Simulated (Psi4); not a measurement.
# [SiCl3]+ (SMILES Cl[Si+](Cl)Cl): wB97X-V/aug-cc-pVDZ

What is the energy change on altering one bond length of [SiCl3]+ at wB97X-V/aug-cc-pVDZ? 

The results are computed with Psi4 1.11.

### Step 1. The structure to begin with

The species is [SiCl3]+ (4 atoms), meant as a singlet with charge +1. As SMILES, `Cl[Si+](Cl)Cl`. The shape is that of a PBE0-D4/def2-TZVP optimisation.

Bond lengths: Cl1–Si2 1.947 Å, Si2–Cl3 1.947 Å, Si2–Cl4 1.947 Å. Angles: Cl1–Si2–Cl3 120.0°, Cl1–Si2–Cl4 120.0°, Cl3–Si2–Cl4 120.0°.

### Step 2. The energy at wB97X-V/aug-cc-pVDZ

job.py reads:

```python
import psi4

psi4.set_memory('2200 MB')
psi4.set_num_threads(1)
psi4.set_output_file('run.log', False)

molecule = psi4.geometry("""
1 1
Cl    -2.94041385    -1.17597657     1.87252962
Si     0.00000000    -0.00018897    -0.00018897
Cl     3.34859469    -1.26536061     0.84943189
Cl    -0.40818084     2.44152615    -2.72177254
units bohr
symmetry c1
no_reorient
no_com
""")

options = {'basis': 'aug-cc-pVDZ', 'puream': True, 'e_convergence': 1e-09, 'd_convergence': 1e-08, 'scf_type': 'pk', 'dft_radial_points': 99, 'dft_spherical_points': 590}
psi4.set_options(options)

e_tot = psi4.energy("wb97x-v", molecule=molecule)
print(f'wb97x-v energy: {e_tot:.10f} Eh')
for k, v in sorted(psi4.core.scalar_variables().items()):
    print(f'{k:45s} {v:18.10f}')
```

On the command line:

```console
$ python job.py
```

run.log, cut to the lines that bear on the results:

```text
[...]
  Running in c1 symmetry.
[...]
  Nuclear repulsion =  330.127151137488966
[...]
  Multiplicity = 1
[...]
  Nalpha       = 32
  Nbeta        = 32
[...]
    Number of basis functions: 108
[...]
   @RKS iter   1: -1669.61273081678610    5.12290e-01   2.47416e-03 ADIIS/DIIS
[...]
   @RKS iter   9: -1669.66071331394005   -6.27551e-11   8.63842e-09 DIIS
[...]
    Orbital Energies [Eh]
    ---------------------
    Doubly Occupied:
       1A   -101.791319     2A   -101.791317     3A   -101.791314
       4A    -66.550696     5A     -9.820412     6A     -9.820405
       7A     -9.820402     8A     -7.574135     9A     -7.574133
      10A     -7.574131    11A     -7.567235    12A     -7.567233
      13A     -7.567231    14A     -7.565498    15A     -7.565495
      16A     -7.565493    17A     -5.776593    18A     -4.130448
      19A     -4.125640    20A     -4.125640    21A     -1.254844
      22A     -1.211350    23A     -1.211347    24A     -0.882011
      25A     -0.779832    26A     -0.779830    27A     -0.735228
      28A     -0.694109    29A     -0.694107    30A     -0.681212
      31A     -0.681210    32A     -0.657256
[...]
  @RKS Final Energy: -1669.66071331394005
   => Energetics <=
    Nuclear Repulsion Energy =            330.1271511374889656
    One-Electron Energy =               -2949.3390795260056620
    Two-Electron Energy =                1029.0191189459301313
    DFT Exchange-Correlation Energy =     -79.7337092820140896
    Empirical Dispersion Energy =           0.0000000000000000
    VV10 Nonlocal Energy =                  0.2658054106606762
    Total Energy =                      -1669.6607133139400503
[...]
 Multipole Moments:
 ------------------------------------------------------------------------------------
     Multipole            Electronic (a.u.)      Nuclear  (a.u.)        Total (a.u.)
 ------------------------------------------------------------------------------------
 L = 1.  Multiply by 2.5417464519 to convert [e a0] to [Debye]
 Dipole X            :         -0.0000126            0.0000000           -0.0000126
 Dipole Y            :         -0.0007144            0.0005669           -0.0001475
 Dipole Z            :         -0.0007312            0.0005669           -0.0001643
 Magnitude           :                                                    0.0002211
[...]
```

Standard output:

```text
wb97x-v energy: -1669.6607133139 Eh
CURRENT ENERGY                                  -1669.6607133139
CURRENT REFERENCE ENERGY                        -1669.6607133139
DD SOLVATION ENERGY                                 0.0000000000
DFT FUNCTIONAL TOTAL ENERGY                     -1669.6607133139
DFT TOTAL ENERGY                                -1669.6607133139
DFT VV10 ENERGY                                     0.2658054107
DFT XC ENERGY                                     -79.7337092820
GRID ELECTRONS ALPHA                               32.0000000746
GRID ELECTRONS BETA                                32.0000000746
GRID ELECTRONS TOTAL                               64.0000001493
NUCLEAR REPULSION ENERGY                          330.1271511375
ONE-ELECTRON ENERGY                             -2949.3390795260
PCM POLARIZATION ENERGY                             0.0000000000
PE ENERGY                                           0.0000000000
SCF ITERATION ENERGY                            -1669.6607133139
SCF ITERATIONS                                      9.0000000000
SCF TOTAL ENERGY                                -1669.6607133139
TWO-ELECTRON ENERGY                              1029.0191189459
XC GRID RADIAL POINTS                              99.0000000000
XC GRID SPHERICAL POINTS                          590.0000000000
XC GRID TOTAL POINTS                           226907.0000000000
```

Wall time 77 s (1 thread of AMD EPYC 7R43 (Zen 3), shared host); peak memory 1 GiB.

### Step 3. The distorted shape

input.json reads:

```json
{
 "schema_name": "qcschema_input",
 "schema_version": 1,
 "molecule": {
  "schema_name": "qcschema_molecule",
  "schema_version": 2,
  "symbols": ["Cl", "Si", "Cl", "Cl"],
  "geometry": [-2.8791905, -1.54221494, 2.28074447, 0.06122335, -0.36642734, 0.40802589, 3.40981804, -1.63159898, 1.25764675, -0.40818084, 2.44152615, -2.72177254],
  "molecular_charge": 1,
  "molecular_multiplicity": 1,
  "fix_symmetry": "c1"
 },
 "driver": "energy",
 "model": {
  "method": "wb97x-v",
  "basis": "aug-cc-pVDZ"
 },
 "keywords": {
  "reference": "rks",
  "puream": true,
  "e_convergence": 1e-09,
  "d_convergence": 1e-08,
  "scf_type": "pk",
  "dft_radial_points": 99,
  "dft_spherical_points": 590
 }
}
```

On the command line:

```console
$ psi4 --qcschema input.json -n 1 --memory 2200MB
```

stdout, cut to the lines that bear on the results:

```text
[...]
  Running in c1 symmetry.
[...]
  Nuclear repulsion =  315.293458596224582
[...]
  Multiplicity = 1
[...]
  Nalpha       = 32
  Nbeta        = 32
[...]
    Number of basis functions: 108
[...]
   @RKS iter   1: -1669.56811765921952    2.93373e-01   2.84405e-03 DIIS/ADIIS
[...]
   @RKS iter  11: -1669.63774803702790   -8.41283e-12   4.53743e-09 DIIS
[...]
    Orbital Energies [Eh]
    ---------------------
    Doubly Occupied:
       1A   -101.803571     2A   -101.803568     3A   -101.772112
       4A    -66.569962     5A     -9.832296     6A     -9.832292
       7A     -9.795396     8A     -7.586166     9A     -7.586163
      10A     -7.579094    11A     -7.579091    12A     -7.577335
      13A     -7.577332    14A     -7.551397    15A     -7.541558
      16A     -7.540356    17A     -5.791058    18A     -4.145488
      19A     -4.140468    20A     -4.139702    21A     -1.253125
      22A     -1.221302    23A     -1.162921    24A     -0.883509
      25A     -0.781959    26A     -0.757465    27A     -0.731713
      28A     -0.690108    29A     -0.689316    30A     -0.684449
      31A     -0.648521    32A     -0.641695
[...]
  @RKS Final Energy: -1669.63774803702790
   => Energetics <=
    Nuclear Repulsion Energy =            315.2934585962245819
    One-Electron Energy =               -2919.7437698981193535
    Two-Electron Energy =                1014.2081128270255022
    DFT Exchange-Correlation Energy =     -79.6619882574431131
    Empirical Dispersion Energy =           0.0000000000000000
    VV10 Nonlocal Energy =                  0.2664386952841390
    Total Energy =                      -1669.6377480370279045
[...]
 Multipole Moments:
 ------------------------------------------------------------------------------------
     Multipole            Electronic (a.u.)      Nuclear  (a.u.)        Total (a.u.)
 ------------------------------------------------------------------------------------
 L = 1.  Multiply by 2.5417464519 to convert [e a0] to [Debye]
 Dipole X            :          0.0505820            0.0064300            0.0570121
 Dipole Y            :         -0.3025695           -0.0385438           -0.3411133
 Dipole Z            :          0.3371081            0.0427937            0.3799018
 Magnitude           :                                                    0.5137452
[...]
```

The result, in JSON:

```text
{
 "driver": "energy",
 "model": {
  "method": "wb97x-v",
  "basis": "aug-cc-pVDZ"
 },
 "success": true,
 "return_result": -1669.637748037028,
 "properties": {
  "calcinfo_nbasis": 108,
  "calcinfo_nmo": 108,
  "calcinfo_nalpha": 32,
  "calcinfo_nbeta": 32,
  "calcinfo_natom": 4,
  "nuclear_repulsion_energy": 315.2934585962246,
  "return_energy": -1669.637748037028,
  "scf_one_electron_energy": -2919.7437698981194,
  "scf_two_electron_energy": 1014.2081128270255,
  "scf_vv10_energy": 0.26643869528413905,
  "scf_xc_energy": -79.66198825744311,
  "scf_dipole_moment": [0.0570120772113516, -0.3411133309573646, 0.379901831532667],
  "scf_total_energy": -1669.637748037028,
  "scf_iterations": 11
 }
}
```

It took 84 s on 1 thread of AMD EPYC 7R43 (Zen 3), shared host; peak memory 0.99 GiB.

### Step 4. Summary of results

At wB97X-V/aug-cc-pVDZ:

```
                                                           quantity           value
                                          first shape: total energy  -1669.66071 Eh
                                           first shape: HOMO energy       -17.88 eV
                                           first shape: LUMO energy        -6.24 eV
                                         first shape: HOMO–LUMO gap        11.65 eV
                                      distorted shape: total energy  -1669.63775 Eh
                                       distorted shape: HOMO energy       -17.46 eV
                                       distorted shape: LUMO energy        -6.72 eV
                                     distorted shape: HOMO–LUMO gap        10.74 eV
energy change with the Si2–Cl4 bond stretched from 1.947 to 2.239 Å        0.625 eV
```

With the Si2–Cl4 bond stretched from 1.947 to 2.239 Å the energy rises by 0.62 eV (14.4 kcal/mol). The first shape isn't relaxed at this level, so the change isn't measured from a minimum.
